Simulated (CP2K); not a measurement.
# C2H2BCl (SMILES C#CBCl) at AM1

We compute energy and gradient of C2H2BCl. 

The results are computed with CP2K 2026.2.

2 further runs of the same task are left out: 2 set aside as unsound or not needed.

## (1) The structure to begin with

C2H2BCl has 6 atoms, charge 0, and is taken as a singlet. SMILES: `C#CBCl`. The coordinates come from a GFN2-xTB relaxation.

Bond lengths: C1–C2 1.206 Å, C2–B3 1.506 Å, B3–Cl4 1.699 Å, C1–H5 1.052 Å, B3–H6 1.173 Å. Angles: C1–C2–B3 179.2°, C2–B3–Cl4 119.2°, C2–C1–H5 179.5°, C2–B3–H6 121.4°, Cl4–B3–H6 119.4°.

## (2) Energy and gradient at AM1

Input file molecule.inp:

```
&GLOBAL
  PROJECT_NAME molecule
  RUN_TYPE ENERGY_FORCE
  PRINT_LEVEL MEDIUM
&END GLOBAL

&FORCE_EVAL
  METHOD QS
  &DFT
    CHARGE 0
    MULTIPLICITY 1
    &QS
      METHOD AM1
      EPS_DEFAULT 1.0E-10
      &SE
        &COULOMB
          CUTOFF [angstrom] 50
          RC_RANGE [angstrom] 0
        &END COULOMB
        &EXCHANGE
          CUTOFF [angstrom] 50
          RC_RANGE [angstrom] 0
        &END EXCHANGE
      &END SE
    &END QS
    &POISSON
      PERIODIC NONE
      POISSON_SOLVER ANALYTIC
    &END POISSON
    # SCF settings
    &SCF
      SCF_GUESS ATOMIC
      EPS_SCF 1.0E-07
      MAX_SCF 100
      MAX_DIIS 2
      &DIAGONALIZATION
        ALGORITHM STANDARD
      &END DIAGONALIZATION
      &MIXING
        METHOD DIRECT_P_MIXING
        ALPHA 0.4
      &END MIXING
    &END SCF
    # extra output
    &PRINT
      &MOMENTS
        PERIODIC F
        REFERENCE COM
        MAX_MOMENT 1
      &END MOMENTS
      &MO ON
        ENERGIES T
        OCCUPATION_NUMBERS T
        NDIGITS 6
        &EACH
          QS_SCF 0
        &END EACH
        ADD_LAST NUMERIC
      &END MO
      &HIRSHFELD OFF
      &END HIRSHFELD
    &END PRINT
  &END DFT
  &SUBSYS
    # box in angstrom
    &CELL
      ABC [angstrom] 13.7 16.2 15.4
      PERIODIC NONE
    &END CELL
    &COORD
      C      0.068240     1.270350    -1.007960
      C      0.062040     0.358890    -0.218890
      B      0.046840    -0.793030     0.751750
      Cl    -1.002840    -2.099380     0.471640
      H      0.080150     2.070570    -1.690940
      H      0.745560    -0.807400     1.694400
    &END COORD
    &TOPOLOGY
      &CENTER_COORDINATES
      &END CENTER_COORDINATES
    &END TOPOLOGY
  &END SUBSYS
  &PRINT
    &FORCES ON
    &END FORCES
  &END PRINT
&END FORCE_EVAL
```

On the command line:

```sh
$ OMP_NUM_THREADS=1 cp2k.psmp -i molecule.inp -o molecule.out
```

What values should one expect? Wanted: total energy; dipole moment; HOMO energy; heat of formation at this unrelaxed shape; largest force on an atom.

**Answer.** As computed:

Level: AM1.

| quantity | value |
| --- | --- |
| total energy | -26.66523 Eh |
| dipole moment | 1.29 D |
| HOMO energy | -11.18 eV |
| heat of formation at this unrelaxed shape | 28.2 kcal/mol |
| largest force on an atom | 0.963 eV/Å |

The largest force is 0.96 eV/Å: the shape isn't a stationary point for this species at this level.
